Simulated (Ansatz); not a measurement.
# Trajectory cell Hf32O64 of baddeleyite HfO2, uniform strain +0.2 %, part 3 of 3

Ansatz 0.2.0, PAW. Earlier steps stand in the parts before.

## 4. Single point with r²SCAN

in.yaml reads:

```yaml
crystal:
  lattice:
    - [10.212417, 0.000000, -0.028178]
    - [0.000000, 10.373759, 0.000000]
    - [-1.734112, 0.000000, 10.419072]
  atoms:
    - { symbol: Hf, position: [0.135505, 0.038031, 0.099276] }
    - { symbol: Hf, position: [0.138171, 0.024186, 0.604216] }
    - { symbol: Hf, position: [0.147447, 0.536717, 0.106432] }
    - { symbol: Hf, position: [0.139307, 0.524377, 0.598421] }
    - { symbol: Hf, position: [0.649226, 0.038744, 0.098652] }
    - { symbol: Hf, position: [0.636679, 0.032788, 0.601212] }
    - { symbol: Hf, position: [0.655422, 0.543007, 0.114580] }
    - { symbol: Hf, position: [0.632938, 0.522954, 0.605908] }
    - { symbol: Hf, position: [0.363539, 0.273196, 0.150623] }
    - { symbol: Hf, position: [0.364768, 0.274250, 0.640967] }
    - { symbol: Hf, position: [0.370706, 0.784769, 0.137809] }
    - { symbol: Hf, position: [0.360548, 0.777842, 0.652910] }
    - { symbol: Hf, position: [0.868323, 0.295655, 0.149824] }
    - { symbol: Hf, position: [0.857926, 0.271067, 0.651508] }
    - { symbol: Hf, position: [0.873882, 0.781219, 0.150148] }
    - { symbol: Hf, position: [0.863669, 0.769116, 0.654802] }
    - { symbol: Hf, position: [0.370512, 0.485569, 0.396416] }
    - { symbol: Hf, position: [0.368812, 0.481328, 0.896839] }
    - { symbol: Hf, position: [0.360880, 0.990457, 0.400076] }
    - { symbol: Hf, position: [0.355551, 0.986576, 0.892855] }
    - { symbol: Hf, position: [0.866931, 0.503113, 0.400065] }
    - { symbol: Hf, position: [0.861599, 0.493830, 0.898059] }
    - { symbol: Hf, position: [0.852428, 0.995931, 0.394072] }
    - { symbol: Hf, position: [0.859307, 0.991057, 0.890433] }
    - { symbol: Hf, position: [0.133229, 0.238873, 0.350343] }
    - { symbol: Hf, position: [0.122791, 0.250689, 0.845305] }
    - { symbol: Hf, position: [0.155321, 0.739204, 0.353664] }
    - { symbol: Hf, position: [0.140476, 0.728203, 0.850785] }
    - { symbol: Hf, position: [0.642731, 0.239742, 0.347516] }
    - { symbol: Hf, position: [0.635397, 0.239046, 0.841795] }
    - { symbol: Hf, position: [0.631923, 0.743228, 0.356963] }
    - { symbol: Hf, position: [0.640614, 0.737021, 0.858256] }
    - { symbol: O, position: [0.029573, 0.175933, 0.183490] }
    - { symbol: O, position: [0.026198, 0.182082, 0.674652] }
    - { symbol: O, position: [0.040684, 0.683569, 0.169191] }
    - { symbol: O, position: [0.041424, 0.678637, 0.665082] }
    - { symbol: O, position: [0.533958, 0.179991, 0.156175] }
    - { symbol: O, position: [0.536799, 0.182666, 0.659672] }
    - { symbol: O, position: [0.534252, 0.679683, 0.175867] }
    - { symbol: O, position: [0.533019, 0.669926, 0.685181] }
    - { symbol: O, position: [0.475644, 0.428307, 0.085711] }
    - { symbol: O, position: [0.453423, 0.441275, 0.588110] }
    - { symbol: O, position: [0.468796, 0.935455, 0.078710] }
    - { symbol: O, position: [0.469622, 0.931442, 0.586982] }
    - { symbol: O, position: [0.990219, 0.423216, 0.077756] }
    - { symbol: O, position: [0.958999, 0.431569, 0.577694] }
    - { symbol: O, position: [0.967854, 0.926333, 0.059945] }
    - { symbol: O, position: [0.968076, 0.918634, 0.592148] }
    - { symbol: O, position: [0.472196, 0.353281, 0.333621] }
    - { symbol: O, position: [0.468337, 0.333420, 0.836109] }
    - { symbol: O, position: [0.462805, 0.832108, 0.345303] }
    - { symbol: O, position: [0.466157, 0.838113, 0.830269] }
    - { symbol: O, position: [0.978559, 0.357119, 0.325714] }
    - { symbol: O, position: [0.957307, 0.343853, 0.838827] }
    - { symbol: O, position: [0.979171, 0.854307, 0.317433] }
    - { symbol: O, position: [0.955294, 0.815320, 0.842229] }
    - { symbol: O, position: [0.024149, 0.097261, 0.428869] }
    - { symbol: O, position: [0.033593, 0.107342, 0.916234] }
    - { symbol: O, position: [0.039378, 0.605783, 0.427676] }
    - { symbol: O, position: [0.037287, 0.582911, 0.909467] }
    - { symbol: O, position: [0.537449, 0.090915, 0.411606] }
    - { symbol: O, position: [0.534959, 0.095929, 0.917161] }
    - { symbol: O, position: [0.533365, 0.595134, 0.423127] }
    - { symbol: O, position: [0.542983, 0.585823, 0.936436] }
    - { symbol: O, position: [0.226554, 0.407305, 0.234769] }
    - { symbol: O, position: [0.233229, 0.387864, 0.730418] }
    - { symbol: O, position: [0.235493, 0.889550, 0.243630] }
    - { symbol: O, position: [0.228705, 0.879723, 0.733226] }
    - { symbol: O, position: [0.738723, 0.392038, 0.257977] }
    - { symbol: O, position: [0.720091, 0.396458, 0.747916] }
    - { symbol: O, position: [0.722456, 0.898134, 0.233333] }
    - { symbol: O, position: [0.721159, 0.879938, 0.737307] }
    - { symbol: O, position: [0.270908, 0.126697, 0.011362] }
    - { symbol: O, position: [0.280689, 0.137233, 0.500537] }
    - { symbol: O, position: [0.282394, 0.636931, 0.005855] }
    - { symbol: O, position: [0.286186, 0.646460, 0.495187] }
    - { symbol: O, position: [0.785119, 0.132331, 0.005515] }
    - { symbol: O, position: [0.767079, 0.133993, 0.502970] }
    - { symbol: O, position: [0.781723, 0.634878, 0.017826] }
    - { symbol: O, position: [0.772616, 0.636956, 0.509774] }
    - { symbol: O, position: [0.280554, 0.132661, 0.259123] }
    - { symbol: O, position: [0.275357, 0.136287, 0.754467] }
    - { symbol: O, position: [0.278896, 0.645668, 0.255244] }
    - { symbol: O, position: [0.280947, 0.624039, 0.758536] }
    - { symbol: O, position: [0.774636, 0.141367, 0.251941] }
    - { symbol: O, position: [0.778173, 0.124290, 0.748008] }
    - { symbol: O, position: [0.794620, 0.636251, 0.253549] }
    - { symbol: O, position: [0.773555, 0.632585, 0.757623] }
    - { symbol: O, position: [0.221582, 0.373163, 0.484725] }
    - { symbol: O, position: [0.236065, 0.369252, 0.991688] }
    - { symbol: O, position: [0.218238, 0.885840, 0.494422] }
    - { symbol: O, position: [0.216311, 0.873226, 0.987220] }
    - { symbol: O, position: [0.712545, 0.370554, 0.498233] }
    - { symbol: O, position: [0.733880, 0.369913, 0.993540] }
    - { symbol: O, position: [0.716448, 0.887826, 0.486835] }
    - { symbol: O, position: [0.728070, 0.878565, 0.986832] }
kpoints:
  mp_grid: { grid: [1, 1, 1] }
hamiltonian:
  xc: r2scan
scf:
  occupations: { method: fermi_dirac, width: 0.01 }
output:
  forces: true
  eigenvalues: true
  populations: true
  eigenstates: { kpoints: [[0, 0, 0]], e_range: [-6.0, 6.0], localisation: true }
```

Output:

```text
Pseudopotentials: kind: paw
Functional definition: r2SCAN
  parameter k0 = 0.174
  parameter k1 = 0.065
  parameter a1 = 4.9479
  exchange = r2scan_x(k0 = k0, k1 = k1, a1 = a1)
  correlation = r2scan_c
Crystal: 96 atoms, lattice volume = 1103.302 Å³
Basis set: ecut = 500 eV, 27969 PW (Γ), exchange–correlation on 300×320×320 points (64 copies of the dense FFT grid, shifted against one another)
Bands: 730, of which v1, the nominal top of the filled ones, is band 608 counted from 1 (607 counted from 0)
Symmetry: 1 space group operations
Space group: P1 (ITA 1), of the structure as read, at distance tolerance 1.0e-4 Å
k-points: 1
Non-local potential: Hf, projectors of the file, l = 0: 3, l = 1: 2, l = 2: 2, l = 3: 3
Non-local potential: O, projectors of the file, l = 0: 2, l = 1: 2, l = 2: 1
PAW form: soft (Blöchl's): semilocal exchange-correlation on the pseudo side does not see the compensation charge
PAW frozen core: Hf, regenerated for the run's functional (the file was generated under x = pbe(κ = 0.804, μ = 0.2195149727645171), c = pbe(β = 0.06672455060314922))
PAW frozen core: O, regenerated for the run's functional (the file was generated under x = pbe(κ = 0.804, μ = 0.2195149727645171), c = pbe(β = 0.06672455060314922))
PAW one-centre angular grid: Hf, 974 points (default); XC on 160 Gauss nodes
PAW one-centre angular grid: O, 302 points (default); XC on 160 Gauss nodes
Initial density: superposition of atomic densities (neutral atoms: chi_scale 0, normalization atom), corrected by the library's trained network
Initial wavefunctions: pseudopotential atomic-orbital guess
Functional: x = r2scan, c = r2scan; τ floored in thin density (d = 2e-4 eV/Å³)
SCF iter   1: F=—  HF=-540036.803174 eV  |F-HF|=—  |Δ(HF+E_count)|=         —  Δρ=1.09e-2  dr2=1.07e0  dr2_τ=6.69e0  ethr=1.77e-3  ⟨swp⟩=6.0  Hψ=2190  notcnv=0  defer=106
preconditioner: auto → Resta (q_TF=auto, 2.773 Å⁻¹)  ε∞=5.0  [insulator: Δε(μ)=4.352 eV  Ē_g=19.086 eV  σ=0.010 eV  W_gap=1.00  n_scr=410 (ndim 8)  ℏωp=37.9 eV  f_vac=0.075  D(μ)=0.00/eV (n_scr^D=0)  ε∞_Penn≈5.0]
SCF iter   2: F=—  HF=-540038.417523 eV  |F-HF|=—  |Δ(HF+E_count)|=    1.61e0  Δρ=5.70e-3  dr2=2.68e-1  dr2_τ=4.34e-2  ethr=8.78e-5  ⟨swp⟩=2.0  Hψ=1455  notcnv=0  defer=115
SCF iter   3: F=—  HF=-540038.402683 eV  |F-HF|=—  |Δ(HF+E_count)|=   1.48e-2  Δρ=3.52e-3  dr2=5.93e-2  dr2_τ=1.32e-2  ethr=2.20e-5  ⟨swp⟩=2.0  Hψ=1038  notcnv=0  defer=115
SCF iter   4: F=—  HF=-540038.410109 eV  |F-HF|=—  |Δ(HF+E_count)|=   7.43e-3  Δρ=8.93e-4  dr2=6.78e-3  dr2_τ=1.24e-3  ethr=4.88e-6  ⟨swp⟩=3.0  Hψ=1039  notcnv=0  defer=115
SCF iter   5: F=—  HF=-540038.397681 eV  |F-HF|=—  |Δ(HF+E_count)|=   1.24e-2  Δρ=2.04e-4  dr2=2.60e-4  dr2_τ=5.15e-5  ethr=5.57e-7  ⟨swp⟩=2.0  Hψ=1198  notcnv=0  defer=115
SCF iter   6: F=—  HF=-540038.397865 eV  |F-HF|=—  |Δ(HF+E_count)|=   1.84e-4  Δρ=9.15e-5  dr2=8.39e-5  dr2_τ=1.30e-5  ethr=2.14e-8  ⟨swp⟩=2.0  Hψ=1095  notcnv=0  defer=115
SCF iter   7: F=—  HF=-540038.403516 eV  |F-HF|=—  |Δ(HF+E_count)|=   5.65e-3  Δρ=2.02e-5  dr2=4.20e-6  dr2_τ=5.07e-7  ethr=6.90e-9  ⟨swp⟩=2.0  Hψ=1210  notcnv=0  defer=115
SCF iter   8: F=—  HF=-540038.403517 eV  |F-HF|=—  |Δ(HF+E_count)|=   1.30e-6  Δρ=1.11e-5  dr2=1.28e-6  dr2_τ=1.54e-7  ethr=3.45e-10  ⟨swp⟩=2.0  Hψ=1220  notcnv=0  defer=115
SCF iter   9: F=—  HF=-540038.403516 eV  |F-HF|=—  |Δ(HF+E_count)|=   5.33e-7  Δρ=4.48e-6  dr2=2.04e-7  dr2_τ=2.63e-8  ethr=1.05e-10  ⟨swp⟩=2.0  Hψ=1223  notcnv=0  defer=115
SCF iter  10: F=-540038.403516 eV  HF=-540038.403516 eV  |F-HF|=1.63e-8  |Δ(HF+E_count)|=   5.76e-8  Δρ=2.10e-6  dr2=4.16e-8  dr2_τ=8.29e-9  ethr=8.22e-12  ⟨swp⟩=10.0  Hψ=3288  notcnv=0
SCF 1 converged in 10 iterations: F = -540038.403516 eV  dr2 = 4.16e-8
NSCF: frozen V_eff on 1 k-points
SCF converged after 10 iterations
Free energy (F): -540038.403516 eV
Harris-Foulkes:  -540038.403516 eV  (|F-HF|=1.63e-8)
Internal energy: -540038.403516 eV  (E = F + TS)
E sigma→0 (E₀):  -540038.403516 eV
Fermi energy:    16.256773 eV
--- Per-component energies (eV) ---
  E_band       = -735.960149
  E_kinetic    = 24825.262339
  E_local      = -196896.831207  (includes V_loc(G=0)·N_el)
  E_nonlocal   = -36864.536289
  E_hartree    = 90169.058976
  E_xc         = -13796.615031
  E_vxc        = -16179.542105  (∫ρ·V_xc dr)
  E_paw        = -232709.011571  (= ΣΔE_a)
  E_vpaw       = 43153.466762  (= ΣTr[D̂ρ^β])
  E_aug_tail   = 0.066100  (compensation charges beyond the density's cutoff)
  E_vtau       = 888.029577  (kinetic-family band-sum trace: ∫τ·v_τ [+ j·A + Jᵃ·Aᵃ] dr)
  E_ewald      = -174774.041313
  E_core_change = 8.244480  (= ΣΔE_core)
  E_smearing   = -0.000000  (= −TS)
  E_closure    = -0.000000  (closes the sum)
  Σ components = -540038.403516   (vs F -540038.403516, Δ=0.00e0)
--- Forces (eV/Å), atoms counted from 1 ---
  atom   1  Hf    -0.43901963    -1.66933013     0.58493756
  atom   2  Hf    -0.75905626     0.33404415    -0.56624755
  atom   3  Hf     0.55791258     0.81144379    -0.98924462
  atom   4  Hf     0.47653127     0.87550657     0.13627505
  atom   5  Hf    -1.07470122    -0.78571834    -0.74634083
  atom   6  Hf     0.23863394    -2.31497999    -0.65113355
  atom   7  Hf    -3.37473452    -2.66428004    -0.81565821
  atom   8  Hf     0.38949342     1.47589983     0.01652861
  atom   9  Hf     0.58675611     1.80669234    -1.57656539
  atom  10  Hf    -1.69413448     0.76078892    -0.05321330
  atom  11  Hf    -1.82711604     0.27134359     1.01621216
  atom  12  Hf     1.85825696    -0.74919063    -1.62755555
  atom  13  Hf     0.43852323    -1.11184834    -0.66462273
  atom  14  Hf    -0.82895199     2.28193091    -1.78604082
  atom  15  Hf     0.15806255     2.24982874    -0.80016339
  atom  16  Hf     0.13041863     1.26676972    -0.74443842
  atom  17  Hf    -2.20698779     2.09968894    -0.43886719
  atom  18  Hf     0.45580929     0.27297839     1.51925102
  atom  19  Hf     0.74817229    -0.45380118    -0.64424188
  atom  20  Hf     1.03395594     0.77929301     0.80806731
  atom  21  Hf     0.23485154    -1.06584109     0.64197256
  atom  22  Hf    -0.32995899     0.00501696     0.43360444
  atom  23  Hf     1.19294464    -1.77362015    -0.24968087
  atom  24  Hf     0.61953251    -2.00794548     0.61729514
  atom  25  Hf     0.64585730    -0.48913641     1.19924394
  atom  26  Hf     3.09143870    -0.45037268     1.52560335
  atom  27  Hf    -1.44732450     1.57240656    -0.44460763
  atom  28  Hf    -0.58332225     0.73826355     0.45374115
  atom  29  Hf    -1.08424271     0.38585564     0.81696344
  atom  30  Hf     0.21918792    -0.22677847     2.71999436
  atom  31  Hf     0.40767846     0.43358404     0.32362013
  atom  32  Hf    -0.40048045     0.09892208    -0.29318834
  atom  33  O      0.45977139    -0.82076112    -1.48191634
  atom  34  O      1.06150377    -0.84236177    -0.97242136
  atom  35  O      0.66842651    -1.13123229    -0.23493066
  atom  36  O      0.22024985    -0.62902939     0.40768476
  atom  37  O      0.36366273     0.33056360     1.37808111
  atom  38  O      0.50656609     0.43214321     0.44716784
  atom  39  O      1.75884927    -0.40433357     0.12833186
  atom  40  O      0.13566769    -0.13480233    -0.72192150
  atom  41  O     -0.39899947    -0.25510695     0.11746313
  atom  42  O      0.03157060    -1.06765236    -0.25570840
  atom  43  O     -0.40530328    -0.54839898    -0.37803643
  atom  44  O     -1.25356424    -0.43369876    -0.40948278
  atom  45  O     -2.44283929    -0.35759631    -0.21885910
  atom  46  O      0.32560405    -0.39795912     0.53141856
  atom  47  O      0.38826941     0.42369264     1.14145072
  atom  48  O     -0.11256591     1.21339519    -0.76476915
  atom  49  O      0.82580634    -2.43647491    -1.01211326
  atom  50  O     -0.10130966     0.14920927    -1.10350323
  atom  51  O     -0.01367160     0.64951451    -0.77349868
  atom  52  O     -0.49558817     0.53852768     0.73995168
  atom  53  O     -0.83057168     0.58877347     0.20143038
  atom  54  O     -0.37665100    -0.41648796    -1.60218416
  atom  55  O     -1.33168611     0.63852478     0.76956576
  atom  56  O      0.49420994     1.18408236    -0.79316641
  atom  57  O      0.91662323     0.58114372     0.28799529
  atom  58  O     -0.92231798    -1.61230802     0.53753261
  atom  59  O     -0.50082160    -0.81144885    -0.64078772
  atom  60  O      0.56583771    -0.19727810     0.62821352
  atom  61  O     -0.61968107    -0.07082975     0.07577446
  atom  62  O     -0.04220104    -0.63123853    -0.65342851
  atom  63  O      0.78578664    -0.28850144     0.28643158
  atom  64  O      0.48334559     0.95321779    -1.00775056
  atom  65  O      0.71724777    -2.12895694     1.43114167
  atom  66  O     -0.99584480    -0.21661253     0.75939891
  atom  67  O     -0.22257451     1.16301296    -0.81933112
  atom  68  O     -1.19239313     1.37903006     1.56204664
  atom  69  O     -0.45443788     1.00305129    -1.35551855
  atom  70  O      0.33934499    -1.01556100    -0.36295442
  atom  71  O      0.47792931    -0.59174707     1.06193373
  atom  72  O      0.11553820     1.25041459     0.04863994
  atom  73  O      0.93870843     0.72593489    -0.35380472
  atom  74  O     -0.79465307     0.07290824     1.01951344
  atom  75  O     -0.04879313    -0.02848006    -0.05710575
  atom  76  O     -0.50762271    -0.66300251     1.97564545
  atom  77  O     -0.04767255     0.61879668    -0.42601100
  atom  78  O      1.41609287     0.92692333     0.25196754
  atom  79  O      0.88186194     0.25491838    -1.23451604
  atom  80  O      0.02494460     0.03470989    -0.22135724
  atom  81  O     -0.66190662     0.54026032    -0.05749550
  atom  82  O     -0.40096936    -1.22520873     0.01240989
  atom  83  O      1.00031678    -1.54389146    -0.32404736
  atom  84  O     -0.16871138     0.10233742    -0.38564063
  atom  85  O      0.58419776    -0.50520990     0.64847657
  atom  86  O     -0.57850570     0.72660312     0.51297019
  atom  87  O     -1.21398278     0.03696099     1.49679599
  atom  88  O      0.05689511    -1.25635015     0.78000527
  atom  89  O      0.48300942     0.91212188     0.34918594
  atom  90  O     -0.19129754     0.63012116    -0.66751891
  atom  91  O      0.70490775    -0.03751511    -0.28830005
  atom  92  O      0.94884981     0.67607858    -0.34044029
  atom  93  O      0.62684036     0.47232882     0.12438130
  atom  94  O      0.03828484     1.20807834     0.47094718
  atom  95  O      0.84606769    -0.71224372    -0.19092544
  atom  96  O     -0.29951430     0.23744089     0.20396426
  max |Σ_I F_I| component: 1.23e-4 eV/Å
--- Band table (eV) ---
  k-point 0: bands = [... 596 lower levels ..., "13.4072", "13.4443", "13.4776", "13.4838", "13.5203", "13.5688", "13.6389", "13.6735", "13.7090", "13.8007", "13.9290", "14.1602", "18.3534", "18.5764", "18.6067", "18.7335", "18.7656", "18.8783", "18.8853", "18.9983", "19.0281", "19.0953", "19.1695", "19.2199", ... 110 higher levels ...]
--- Löwdin populations: 96 sites ---
  site symbol       q [e]
     0     Hf     24.4731
     1     Hf     24.4714
     2     Hf     24.5258
     3     Hf     24.4775
     4     Hf     24.5088
     5     Hf     24.5217
     6     Hf     24.5249
     7     Hf     24.4917
     8     Hf     24.4896
     9     Hf     24.4890
    10     Hf     24.4887
    11     Hf     24.4943
    12     Hf     24.5046
    13     Hf     24.4957
    14     Hf     24.5078
    15     Hf     24.5025
    16     Hf     24.5228
    17     Hf     24.4733
    18     Hf     24.5026
    19     Hf     24.4692
    20     Hf     24.4929
    21     Hf     24.4953
    22     Hf     24.4700
    23     Hf     24.4888
    24     Hf     24.5166
    25     Hf     24.5019
    26     Hf     24.5148
    27     Hf     24.5214
    28     Hf     24.5047
    29     Hf     24.5106
    30     Hf     24.5126
    31     Hf     24.4936
    32      O      6.6626
    33      O      6.6574
    34      O      6.6677
    35      O      6.6802
    36      O      6.6644
    37      O      6.6602
    38      O      6.6516
    39      O      6.6924
    40      O      6.7392
    41      O      6.6710
    42      O      6.6919
    43      O      6.6976
    44      O      6.6775
    45      O      6.7068
    46      O      6.6760
    47      O      6.7112
    48      O      6.6588
    49      O      6.6479
    50      O      6.6603
    51      O      6.6793
    52      O      6.6766
    53      O      6.6412
    54      O      6.7191
    55      O      6.7089
    56      O      6.6900
    57      O      6.6836
    58      O      6.6717
    59      O      6.6761
    60      O      6.7025
    61      O      6.6990
    62      O      6.6619
    63      O      6.6876
    64      O      6.7161
    65      O      6.7346
    66      O      6.7287
    67      O      6.6982
    68      O      6.7124
    69      O      6.7197
    70      O      6.7432
    71      O      6.7356
    72      O      6.7110
    73      O      6.7245
    74      O      6.7221
    75      O      6.7273
    76      O      6.7229
    77      O      6.6980
    78      O      6.7037
    79      O      6.7331
    80      O      6.7244
    81      O      6.7476
    82      O      6.7063
    83      O      6.7265
    84      O      6.7062
    85      O      6.7025
    86      O      6.7148
    87      O      6.7077
    88      O      6.7316
    89      O      6.7313
    90      O      6.7063
    91      O      6.7319
    92      O      6.7488
    93      O      6.7287
    94      O      6.7233
    95      O      6.7280
  spilling = 0.002609 (of n_electrons = 1216.000000)
```

It took 7.8 s on 1 × data-centre GPU with 11 threads, shared host; peak host memory 3.1 GiB.

Spacing of the frontier levels at the Γ point alone: 4.19 eV (14.160 to 18.353 eV).

The states next to the gap (eigenstates.tsv), from the top filled level:

| level (eV) | spin | filling | atoms sharing it | main element | its share | largest atom |
| --- | --- | --- | --- | --- | --- | --- |
| -0.36 | both | 2.00 | 24.1 | O | 0.94 | O41 (0.15) |
| -0.23 | both | 2.00 | 9.6 | O | 0.96 | O47 (0.21) |
| 0.00 | both | 2.00 | 3.5 | O | 0.96 | O41 (0.52) |
| 4.19 | both | 0.00 | 40.8 | Hf | 0.60 | – |
| 4.42 | both | 0.00 | 39.7 | Hf | 0.60 | – |
| 4.45 | both | 0.00 | 36.9 | Hf | 0.59 | – |
| 4.57 | both | 0.00 | 42.5 | Hf | 0.61 | – |
| 4.61 | both | 0.00 | 29.4 | Hf | 0.59 | Hf14 (0.13) |

## 5. What came out

What follows sums up all 3 parts.

| level | time | top filled to lowest empty (eV) |
| --- | --- | --- |
| HSE06 | 68 s (GPU) | 5.29 |
| r²SCAN | 7.8 s (GPU) | 4.19 |

| quantity | value |
| --- | --- |
| length | 240 steps of 2.5 fs |
| mean temperature of the first stage | 467 K |
| temperature at the last sample | 515 K (thermostat's target 500 K) |
| median shift | Hf 0.14, O 0.16 Å |

**Reading.** Over 0.60 ps the largest median shift, of O, is 0.16 Å, against 2.1 Å between neighbours at the start, so its atoms mostly kept their sites. At the same k points, r²SCAN gives a spacing 1.09 eV smaller than the 5.29 eV of HSE06. Exact exchange costs time: HSE06 ran about 8.7 times as long as r²SCAN on the same kind of device. With one k point the spacing samples only the states that fold onto it, so it can exceed the gap over the zone.
